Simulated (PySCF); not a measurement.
# C7H13BO2: geometry, NMR shifts and electronic excitations

Aim: predict the NMR shifts and electronic excitations of C7H13BO2 (`C=C[C@@H]1CC[C@@H](B(O)O)C1`).

Computed with PySCF 2.14.0, with density-fitted response routines of our own, on a single molecule in the gas phase. Atoms are numbered from 0 throughout.

### Step 1. The molecule as given

23 atoms, charge 0, multiplicity 1; geometry from: GFN2-xTB.

Bonds of the start (Å): C0–C1 1.32, C1–C2 1.50, C2–C3 1.53, C3–C4 1.53, C4–C5 1.55, C5–B6 1.61, B6–O7 1.35, B6–O8 1.36, C5–C9 1.54, C9–C2 1.53, C0–H10 1.08, C0–H11 1.08, C1–H12 1.08, C2–H13 1.09, C3–H14 1.09, C3–H15 1.09, C4–H16 1.09, C4–H17 1.09, C5–H18 1.10, O7–H19 0.96, O8–H20 0.96, C9–H21 1.09, C9–H22 1.09.

### Step 2. Optimising the geometry at PBE0-D3(BJ)/def2-SVP

What the job is given:

```
{"job": {"xc": "PBE0", "basis": "def2-SVP", "d3": "d3bj", "grid": 1, "kind": "geom"}, "charge": 0, "multiplicity": 1}
C      3.417465     0.146453    -0.535993
C      2.140494    -0.175262    -0.449007
C      1.169912     0.479971     0.481693
C      0.565460    -0.535209     1.460750
C     -0.552203    -1.229259     0.677251
C     -0.990717    -0.237361    -0.426676
B     -2.554289     0.130619    -0.415684
O     -3.429521    -0.691081     0.196003
O     -3.051578     1.248883    -1.016494
C     -0.070540     0.992147    -0.262221
H      4.090447    -0.352030    -1.213233
H      3.847733     0.927016     0.071256
H      1.734582    -0.963780    -1.067476
H      1.677969     1.290488     1.011890
H      1.311555    -1.238563     1.829510
H      0.148620     0.000824     2.314447
H     -0.187566    -2.154687     0.232468
H     -1.388376    -1.485453     1.324900
H     -0.769850    -0.690605    -1.399588
H     -4.340585    -0.399181     0.139339
H     -2.414726     1.822270    -1.438764
H      0.191174     1.442077    -1.221130
H     -0.559721     1.752669     0.350807
```

Log:

```text
step   0  E = -449.13255952  max force = 0.017117
step   1  E = -449.13523472  max force = 0.003448
step   2  E = -449.13529784  max force = 0.000953
step   3  E = -449.13531331  max force = 0.000611
step   4  E = -449.13532626  max force = 0.001012
step   5  E = -449.13534880  max force = 0.001238
step   6  E = -449.13537517  max force = 0.000832
step   7  E = -449.13540706  max force = 0.000700
step   8  E = -449.13544530  max force = 0.001156
step   9  E = -449.13546568  max force = 0.001322
step  10  E = -449.13550349  max force = 0.000825
step  11  E = -449.13552935  max force = 0.001110
step  12  E = -449.13553713  max force = 0.000659
step  13  E = -449.13553592  max force = 0.000352
optimisation converged
```

It took 5.7 min on 1 thread, shared host.

Step by step:

```
step  energy from step 0 (eV)  largest force component (eV/Å)
   0                   0.0000                          0.8802
   1                  -0.0728                          0.1773
   2                  -0.0745                          0.0490
   3                  -0.0749                          0.0314
   4                  -0.0753                          0.0520
   5                  -0.0759                          0.0637
   6                  -0.0766                          0.0428
   7                  -0.0775                          0.0360
   8                  -0.0785                          0.0594
   9                  -0.0791                          0.0680
  10                  -0.0801                          0.0424
  11                  -0.0808                          0.0571
  12                  -0.0810                          0.0339
  13                  -0.0810                          0.0181
```

Distances of close pairs at the start and the end, largest changes first:

```
  bond  before (Å)  after (Å)  change (Å)
 C5–B6       1.606      1.580      -0.026
C1–H12       1.081      1.098      +0.017
C0–H11       1.078      1.095      +0.017
C0–H10       1.077      1.093      +0.016
 C0–C1       1.320      1.334      +0.014
C9–H22       1.092      1.105      +0.012
C3–H15       1.091      1.103      +0.012
 B6–O7       1.347      1.359      +0.012
```

The final coordinates are the input of the step that follows.

```
                         at the end point                value
  point group (found at 0.08 Å tolerance)                   C1
rotational constants (GHz, main isotopes)  2.852, 0.702, 0.623
                        dipole moment (D)                 1.19
```

### Step 3. Nuclear shieldings: PBE0/pcSseg-1

What the job is given:

```
{"job": {"kind": "nmr", "xc": "PBE0", "basis": "pcSseg-1"}, "charge": 0, "multiplicity": 1}
C      3.415711     0.542732    -0.175905
C      2.172647     0.068964    -0.082053
C      1.085841     0.664014     0.760362
C      0.491465    -0.356336     1.746121
C     -0.509152    -1.183542     0.924336
C     -0.918576    -0.287300    -0.273640
B     -2.472982    -0.103925    -0.492826
O     -3.337199    -1.043423    -0.026620
O     -3.006556     0.974391    -1.145321
C     -0.150500     1.037464    -0.073830
H      4.166187     0.061017    -0.808361
H      3.729948     1.432346     0.380671
H      1.905473    -0.828075    -0.657022
H      1.492780     1.542452     1.287255
H      1.264758    -0.969472     2.233332
H     -0.034299     0.193691     2.544045
H     -0.046612    -2.117245     0.569605
H     -1.378395    -1.484982     1.526300
H     -0.550226    -0.757242    -1.205561
H     -4.250109    -0.815213    -0.235204
H     -2.338604     1.605326    -1.427944
H      0.123808     1.529604    -1.021527
H     -0.755027     1.758326     0.504956
```

Method: GIAO PBE0/pcSseg-1 NMR shielding, non-relativistic, gas phase.

Log:

```text
coarse grid: 18920 points
cycle   1  E = -449.1485026744  dE =  1.281e+00  |g| = 9.037e-01  |ddm| = 4.190e+00
cycle   2  E = -449.0426846680  dE =  1.058e-01  |g| = 1.204e+00  |ddm| = 1.468e+00
cycle   3  E = -449.3079469344  dE = -2.653e-01  |g| = 8.703e-02  |ddm| = 8.670e-01
cycle   4  E = -449.3092964960  dE = -1.350e-03  |g| = 3.638e-02  |ddm| = 8.979e-02
cycle   5  E = -449.3095934559  dE = -2.970e-04  |g| = 9.449e-03  |ddm| = 3.465e-02
cycle   6  E = -449.3096110247  dE = -1.757e-05  |g| = 3.521e-03  |ddm| = 9.658e-03
cycle   7  E = -449.3096137725  dE = -2.748e-06  |g| = 9.546e-04  |ddm| = 3.333e-03
final grid: 181920 points
cycle   8  E = -449.3890619963  dE = -6.480e-05  |g| = 1.151e-02  |ddm| = 4.683e-02
cycle   9  E = -449.3890327944  dE =  2.920e-05  |g| = 1.628e-02  |ddm| = 2.442e-02
cycle  10  E = -449.3890933483  dE = -6.055e-05  |g| = 1.752e-03  |ddm| = 1.488e-02
cycle  11  E = -449.3890940671  dE = -7.187e-07  |g| = 4.310e-04  |ddm| = 1.636e-03
cycle  12  E = -449.3890941080  dE = -4.091e-08  |g| = 1.650e-04  |ddm| = 4.223e-04
cycle  13  E = -449.3890941140  dE = -5.997e-09  |g| = 3.578e-05  |ddm| = 1.475e-04
cycle  14  E = -449.3890941143  dE = -2.567e-10  |g| = 8.845e-06  |ddm| = 4.176e-05
converged SCF energy = -449.3890941143

GIAO shielding tensors (ppm)
atom      isotropic    diamagn.    paramagn.     s11        s22        s33       span
  0 C       64.563     252.543    -187.980    -45.777     86.049    153.419    199.196
  1 C       33.571     256.982    -223.411    -98.731     39.821    159.623    258.354
  2 C      133.815     247.835    -114.021    124.395    132.637    144.412     20.018
  3 C      148.422     248.653    -100.231    121.769    152.888    170.609     48.840
  4 C      158.442     246.681     -88.239    125.615    168.371    181.340     55.725
  5 C      162.268     254.892     -92.624    130.232    175.521    181.051     50.819
  6 B       67.970     194.741    -126.772     45.395     68.326     90.188     44.793
  7 O      214.084     384.169    -170.084    114.274    252.901    275.079    160.805
  8 O      206.611     388.686    -182.075     93.157    253.255    273.419    180.262
  9 C      146.858     250.397    -103.540    119.763    149.759    171.051     51.289
 10 H       26.104      28.524      -2.420     23.009     24.670     30.632      7.623
 11 H       25.974      30.272      -4.298     22.214     25.056     30.651      8.437
 12 H       25.100      32.501      -7.400     21.046     23.065     31.190     10.143
 13 H       28.858      34.069      -5.211     25.465     26.612     34.497      9.032
 14 H       29.765      30.538      -0.773     25.320     27.695     36.281     10.961
 15 H       29.686      31.597      -1.911     24.671     27.957     36.430     11.759
 16 H       29.436      30.850      -1.414     25.025     27.091     36.192     11.168
 17 H       29.181      30.758      -1.576     23.257     28.809     35.478     12.221
 18 H       29.859      33.760      -3.901     26.673     27.315     35.589      8.917
 19 H       27.487      27.727      -0.240     21.397     23.200     37.863     16.466
 20 H       27.577      33.557      -5.980     20.223     27.878     34.630     14.407
 21 H       29.954      33.565      -3.610     25.278     29.258     35.326     10.048
 22 H       29.921      34.073      -4.152     24.445     29.769     35.550     11.105
```

It took 47 s on 1 thread, shared host.

Shifts follow as δ = σ(reference) − σ, with reference shieldings (ppm) from runs at the same level and on the same kind of geometry: ¹H TMS 31.27, ¹³C TMS 184.4, ¹⁷O H2O 334.6, ¹¹B BF3·OEt2 100.7. The references are single molecules in the gas phase, so shifts against H2O, NH3, PH3, H3PO4 or CFCl3 are not on the usual liquid scales and can be off by tens of ppm. Atoms listed in one row are averaged.

```
   atoms                         environment  σ (ppm)  δ (ppm)  δ scaled to CDCl3
      C1                           alkene CH     33.6    150.8              146.0
      C0                terminal =CH2 carbon     64.6    119.8              115.9
      C2                      allylic sp3 CH    133.8     50.6               48.6
      C9                   sp3 CH2 in a ring    146.9     37.6               36.0
      C3                   sp3 CH2 in a ring    148.4     36.0               34.4
      C4                   sp3 CH2 in a ring    158.4     26.0               24.7
      C5                  sp3 CH bonded to B    162.3     22.1               21.0
     H12            hydrogen on an alkene CH    25.10     6.17               6.06
     H11  hydrogen on a terminal =CH2 carbon    25.97     5.29               5.23
     H10  hydrogen on a terminal =CH2 carbon    26.10     5.16               5.11
H19, H20   hydrogen on an oxygen bonded to B    27.53     3.74                  –
     H13       hydrogen on an allylic sp3 CH    28.86     2.41               2.50
     H17    hydrogen on an sp3 CH2 in a ring    29.18     2.09               2.19
     H16    hydrogen on an sp3 CH2 in a ring    29.44     1.83               1.95
     H15    hydrogen on an sp3 CH2 in a ring    29.69     1.58               1.71
     H14    hydrogen on an sp3 CH2 in a ring    29.77     1.50               1.64
     H18   hydrogen on an sp3 CH bonded to B    29.86     1.41               1.55
     H22    hydrogen on an sp3 CH2 in a ring    29.92     1.35               1.49
     H21    hydrogen on an sp3 CH2 in a ring    29.95     1.31               1.46
      B6              boron bonded to C, 2 O     68.0     32.8                  –
  O7, O8               oxygen bonded to B, H    210.3    124.2                  –
```

The scaled column applies a straight-line fit of computed shieldings to shifts measured in CDCl3 (root-mean-square error 0.21 ppm for H, 2.0 ppm for C).

Charges from the same density, by scheme (e):

```
 atoms  Mulliken    IAO  Hirshfeld  ESP fit
    C0     -0.16  -0.32      -0.11    -0.54
    C1     -0.14  -0.13      -0.04    -0.14
    C2     -0.32  -0.10      -0.02     0.33
    C3     -0.14  -0.26      -0.07    -0.34
    C4     -0.18  -0.26      -0.07     0.02
    C5     -0.51  -0.29      -0.10     0.05
    B6      0.61   0.51       0.24     0.63
O7, O8     -0.41  -0.55      -0.26    -0.74
    C9     -0.16  -0.25      -0.07    -0.34
```

Mayer bond orders: C0–C1 2.00, C1–C2 0.96, C2–C3 1.00, C3–C4 1.03, C4–C5 1.01, C5–B6 0.90, B6–O7 1.25, B6–O8 1.21, C5–C9 1.00, C9–C2 1.01.

### Step 4. TDDFT and polarisability: CAM-B3LYP/def2-SVPD

The job, as its differences from that of step 3:

```diff
@@ -1,2 +1,2 @@
-{"job": {"kind": "nmr", "xc": "PBE0", "basis": "pcSseg-1"}, "charge": 0, "multiplicity": 1}
+{"job": {"kind": "uv", "xc": "CAM-B3LYP", "basis": "def2-SVPD", "ip": true}, "charge": 0, "multiplicity": 1}
 C      3.415711     0.542732    -0.175905
```

Method: TDDFT CAM-B3LYP/def2-SVPD, vertical, gas phase, core orbitals frozen in the response.

Log:

```text
coarse grid: 18920 points
cycle   1  E = -449.1923334121  dE =  1.496e+00  |g| = 8.561e-01  |ddm| = 1.014e+01
cycle   2  E = -449.1558042453  dE =  3.653e-02  |g| = 1.019e+00  |ddm| = 2.458e+00
cycle   3  E = -449.3424477605  dE = -1.866e-01  |g| = 6.580e-02  |ddm| = 1.024e+00
cycle   4  E = -449.3432401613  dE = -7.924e-04  |g| = 3.346e-02  |ddm| = 1.896e-01
cycle   5  E = -449.3435156184  dE = -2.755e-04  |g| = 7.020e-03  |ddm| = 8.363e-02
cycle   6  E = -449.3435272106  dE = -1.159e-05  |g| = 2.066e-03  |ddm| = 2.638e-02
cycle   7  E = -449.3435282193  dE = -1.009e-06  |g| = 6.660e-04  |ddm| = 5.898e-03
final grid: 181920 points
cycle   8  E = -449.4429869390  dE = -6.981e-05  |g| = 4.224e-03  |ddm| = 2.054e-01
cycle   9  E = -449.4429879565  dE = -1.018e-06  |g| = 3.974e-03  |ddm| = 2.358e-02
cycle  10  E = -449.4429916666  dE = -3.710e-06  |g| = 3.664e-04  |ddm| = 7.826e-03
cycle  11  E = -449.4429916862  dE = -1.959e-08  |g| = 2.585e-04  |ddm| = 1.608e-03
cycle  12  E = -449.4429917005  dE = -1.425e-08  |g| = 4.695e-05  |ddm| = 5.135e-04
cycle  13  E = -449.4429917009  dE = -4.668e-10  |g| = 1.440e-05  |ddm| = 1.499e-04
converged SCF energy = -449.4429917009

Static polarisability (au): isotropic 101.648, principal 84.807 93.527 126.612

Singlet excitations
state   eV       nm        f      main configurations
  1   7.1014    174.6   0.05817   H->L 0.46, H->L+3 0.35
  2   7.3079    169.7   0.45465   H->L+1 0.77
  3   7.4811    165.7   0.01517   H->L+3 0.37, H->L+2 0.24, H-1->L 0.10
  4   7.5317    164.6   0.05959   H-1->L 0.24, H->L+5 0.23, H->L+4 0.23
  5   7.8207    158.5   0.00108   H-1->L 0.27, H-2->L+1 0.18, H->L 0.17
  6   7.8851    157.2   0.00626   H-2->L+1 0.40, H-1->L 0.19
  7   8.1023    153.0   0.00308   H->L+5 0.24, H->L+4 0.24
  8   8.1805    151.6   0.00055   H-5->L 0.36, H-4->L 0.21, H-6->L 0.12
  9   8.3274    148.9   0.00870   H->L+4 0.19, H->L+2 0.12, H->L+6 0.12
 10   8.4281    147.1   0.00106   H->L+5 0.16, H-1->L+3 0.15, H->L+2 0.11

Triplet excitations (Tamm-Dancoff, eV): 4.3652 6.9843 7.3210 7.3950
Vertical ionisation energy (delta-SCF) = 9.4345 eV
```

Run time: 7.4 min. Hardware: 1 thread, shared host.

The orbitals next to the gap, with their largest atomic shares:

```
orbital      eV                      atoms
 HOMO−3  -10.64  C5 23 %, C2 11 %, C9 10 %
 HOMO−2  -10.34  C2 14 %, C1 14 %, C3 13 %
 HOMO−1   -9.83  C5 24 %, B6 13 %, C4 12 %
   HOMO   -8.67   C0 36 %, C1 31 %, C2 7 %
   LUMO    0.60   B6 45 %, O8 11 %, O7 9 %
 LUMO+1    1.36  C0 28 %, C1 26 %, H11 5 %
 LUMO+2    1.55   O8 14 %, O7 13 %, C9 7 %
```

With each of the 10 states as a Gaussian band of 0.4 eV half-width at 1/e, the curve within the window shown has maxima at 169 nm (ε 22,000) L/(mol cm). Beyond the last state computed it falls off for lack of states. The curve at chosen wavelengths:

```tsv
nm	ε (L/mol/cm)
142	171
144	297
146	443
148	597
150	785
152	1109
154	1768
155	2307
157	3981
159	6610
161	10162
163	14254
165	18186
167	21143
169	22488
171	21989
173	19869
175	16677
177	13071
178	11295
180	8061
182	5437
184	3480
186	2122
188	1238
190	693
```

Ground-state properties from the same run:

```
           property  computed
  dipole moment (D)      1.12
polarisability (Å³)     15.06
 HOMO–LUMO gap (eV)      9.28
      −ε(HOMO) (eV)      8.67
```

### Step 5. Nuclear shieldings: B97-2/pcSseg-1

The job, as its differences from that of step 4:

```diff
@@ -1,2 +1,2 @@
-{"job": {"kind": "uv", "xc": "CAM-B3LYP", "basis": "def2-SVPD", "ip": true}, "charge": 0, "multiplicity": 1}
+{"job": {"kind": "nmr", "xc": "B97-2", "basis": "pcSseg-1", "pop": false}, "charge": 0, "multiplicity": 1}
 C      3.415711     0.542732    -0.175905
```

With the program's defaults for keys left out, this is: GIAO B97-2/pcSseg-1 NMR shielding, non-relativistic, gas phase.

Log:

```text
coarse grid: 18920 points
cycle   1  E = -449.5074548875  dE =  1.226e+00  |g| = 9.442e-01  |ddm| = 4.210e+00
cycle   2  E = -449.3720028861  dE =  1.355e-01  |g| = 1.289e+00  |ddm| = 1.569e+00
cycle   3  E = -449.6813278030  dE = -3.093e-01  |g| = 9.249e-02  |ddm| = 9.506e-01
cycle   4  E = -449.6828991849  dE = -1.571e-03  |g| = 3.836e-02  |ddm| = 9.710e-02
cycle   5  E = -449.6832297709  dE = -3.306e-04  |g| = 1.026e-02  |ddm| = 3.686e-02
cycle   6  E = -449.6832502541  dE = -2.048e-05  |g| = 4.120e-03  |ddm| = 1.060e-02
cycle   7  E = -449.6832541057  dE = -3.852e-06  |g| = 1.140e-03  |ddm| = 4.066e-03
final grid: 181920 points
cycle   8  E = -449.7546890833  dE = -1.061e-04  |g| = 4.765e-03  |ddm| = 4.927e-02
cycle   9  E = -449.7546830746  dE =  6.009e-06  |g| = 7.283e-03  |ddm| = 1.014e-02
cycle  10  E = -449.7546939219  dE = -1.085e-05  |g| = 6.366e-04  |ddm| = 5.848e-03
cycle  11  E = -449.7546939641  dE = -4.225e-08  |g| = 4.960e-04  |ddm| = 8.953e-04
cycle  12  E = -449.7546940236  dE = -5.952e-08  |g| = 7.967e-05  |ddm| = 4.228e-04
cycle  13  E = -449.7546940251  dE = -1.465e-09  |g| = 1.690e-05  |ddm| = 8.649e-05
cycle  14  E = -449.7546940251  dE = -5.707e-11  |g| = 6.155e-06  |ddm| = 1.795e-05
converged SCF energy = -449.7546940251

GIAO shielding tensors (ppm)
atom      isotropic    diamagn.    paramagn.     s11        s22        s33       span
  0 C       66.983     252.475    -185.493    -40.261     88.480    152.730    192.991
  1 C       36.364     257.018    -220.654    -92.646     43.192    158.547    251.192
  2 C      133.681     248.137    -114.455    124.445    132.721    143.879     19.434
  3 C      147.709     248.824    -101.115    121.610    152.206    169.312     47.702
  4 C      157.342     246.988     -89.646    125.431    166.768    179.827     54.396
  5 C      161.648     254.905     -93.258    130.329    174.791    179.823     49.494
  6 B       69.977     195.052    -125.075     48.750     70.816     90.366     41.616
  7 O      217.137     384.490    -167.353    121.467    255.256    274.687    153.220
  8 O      209.545     388.624    -179.078    101.337    254.165    273.134    171.798
  9 C      146.188     250.683    -104.495    119.617    149.107    169.839     50.222
 10 H       26.282      28.652      -2.370     23.229     24.844     30.772      7.543
 11 H       26.154      30.407      -4.253     22.475     25.220     30.767      8.292
 12 H       25.279      32.911      -7.632     21.314     23.268     31.255      9.941
 13 H       28.980      34.095      -5.115     25.619     26.811     34.510      8.890
 14 H       29.864      30.588      -0.724     25.505     27.835     36.252     10.747
 15 H       29.799      31.702      -1.902     24.875     28.094     36.429     11.554
 16 H       29.553      31.101      -1.549     25.223     27.257     36.178     10.955
 17 H       29.291      30.859      -1.568     23.449     28.973     35.452     12.002
 18 H       29.984      34.076      -4.092     26.879     27.483     35.589      8.711
 19 H       27.688      27.839      -0.152     21.597     23.409     38.057     16.461
 20 H       27.772      33.690      -5.918     20.427     28.014     34.875     14.448
 21 H       30.052      33.808      -3.756     25.444     29.401     35.312      9.868
 22 H       30.025      34.262      -4.238     24.626     29.907     35.541     10.915
```

It took 44 s on 1 thread, shared host.

This run: δ C1 147.3, C0 116.7, C2 50.0, C9 37.5, H12 6.10, H11 5.22 ppm.

### Step 6. Side by side: NMR shifts

Shifts (ppm) of some atoms, chosen among heavy atoms and hydrogens apart, means over like atoms, with basis size and wall time:

```
           run     C1     C0    C2   H11   H19    B6     O7  functions  time
 PBE0/pcSseg-1  150.8  119.8  50.6  5.29  3.74  32.8  124.2        235  47 s
B97-2/pcSseg-1  147.3  116.7  50.0  5.22  3.65  31.8  118.3        235  44 s
```

### Step 7. Outcome

```
                                                               quantity                                                                       value
                                                            point group                                                                          C1
                                   rotational constants (main isotopes)                                                        2.85, 0.70, 0.62 GHz
                                 ¹³C shifts against TMS (PBE0/pcSseg-1)                              150.8, 119.8, 50.6, 37.6, 36.0, 26.0, 22.1 ppm
 ¹H shifts against TMS (PBE0/pcSseg-1, means over atoms taken as alike)  6.17, 5.29, 5.16, 3.74, 2.41, 2.09, 1.83, 1.58, 1.50, 1.41, 1.35, 1.31 ppm
                            ¹¹B shifts against BF3·OEt2 (PBE0/pcSseg-1)                                                                    32.8 ppm
¹⁷O shifts against H2O (PBE0/pcSseg-1, means over atoms taken as alike)                                                                   124.2 ppm
                                   lowest singlet (CAM-B3LYP/def2-SVPD)                                                 7.10 eV (175 nm), f = 0.058
                               brightest single state of those computed                                                 state 2, 7.31 eV, f = 0.455
                                                         lowest triplet                                                                     4.37 eV
                                      vertical ionisation energy (ΔSCF)                                                                     9.43 eV
                                               range of the shift of O7                                                          118.3 to 124.2 ppm
```

What this shows: Over 13 steps the energy fell by 0.081 eV; of the close pairs, C5–B6 changed most, 1.606 to 1.580 Å. The most deshielded carbon is C1 (alkene CH), at 150.8 ppm: as expected for a trigonal carbon in a double bond. The most deshielded hydrogen is H12 (hydrogen on an alkene CH), at 6.17 ppm: olefinic region. At PBE0/pcSseg-1: The widest tensor belongs to C1: span 258 ppm, with a paramagnetic part of -223 ppm. The first singlet state (HOMO→LUMO 0.46, HOMO→LUMO+3 0.35) lies at 7.10 eV and is bright; of the 10 states computed, the strongest absorption comes from state 2 at 7.31 eV. The lowest triplet lies 2.74 eV below the lowest singlet (triplets in Tamm-Dancoff, singlets in full TDDFT). ΔSCF puts the ionisation energy at 9.43 eV, 0.76 eV above −ε(HOMO). In ppm, O7 (with its like atoms) moves most: its shift spreads over 5.9 ppm, from 118.3 (B97-2/pcSseg-1) to 124.2 (PBE0/pcSseg-1). Part of that comes from the computed reference.
